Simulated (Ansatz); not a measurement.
Run this with Ansatz's Python interface and show what comes out.

The script, `cdbr2.py`:
```python
import warnings

import ansatz

params = {
    "vdw": "D3(BJ)",
    "kmesh": (3, 3, 1),
    "scf_tol": 1e-06,
    "extra_bands": 2,
}

warnings.simplefilter("ignore", ansatz.DeckWarning)

lattice = ansatz.Lattice.of(
    (3.985, 0.0, 0.0),
    (-1.9925, 3.451111, 0.0),
    (0.0, 0.0, 12.561),
)
sites = [
    ("Cd", (1 / 3, 2 / 3, 0.375)),
    ("Cd", (2 / 3, 1 / 3, 0.875)),
    ("Br", (1 / 3, 2 / 3, 0.0)),
    ("Br", (2 / 3, 1 / 3, 0.5)),
    ("Br", (0.0, 0.0, 0.25)),
    ("Br", (0.0, 0.0, 0.75)),
]
crystal = ansatz.Crystal(lattice=lattice)
for symbol, position in sites:
    crystal = crystal.atom(symbol, position)

model = (
    crystal.calculation()
    .functional(ansatz.Functional.PBESOL, dispersion=params["vdw"])
    .pseudopotentials("paw")
    .kpoints(*params["kmesh"])
    .occupations(ansatz.OccupationsMethod.FIXED)
    .eigensolver("davidson", full_accuracy=True)
    .scf(tolerance=params["scf_tol"], extra_bands=params["extra_bands"])
    .forces()
    .checkpoint(write="ground.run")
)
with ansatz.exiting_at_sigterm():
    out = model.run(resume=True)
print("returned:", type(out).__name__)
print(f"F = {out.report['free_energy_ev']:.5f} eV, {out.report['n_iterations']} iterations")
```

```console
$ python cdbr2.py
returned: RunOutcome
F = -27320.40228 eV, 6 iterations
```

```console
$ python cdbr2.py
returned: CompletedStep
F = -27320.40228 eV, 6 iterations
```

Notes:
- The settings weren't tested for convergence.
- Energy and stress may still move on a finer k-point mesh.
- The program warned that this SCF threshold is loose for forces or stresses.
- Of the deposited cell: the entry's cell lengths or inner coordinates differ somewhat from later room-temperature determinations.
- The starting cell is as deposited in a crystallographic database; the results hold for this polymorph, which needn't be the stable one.
- The script silences the warnings on its input, which a real study should read.
- Timing: 2.6 s on 1 thread of Intel(R) Xeon(R) 6975P-C (Granite Rapids), on a shared host, peak memory 0.42 GiB.

(Lines on the test bed's own set-up are left out of the output.)
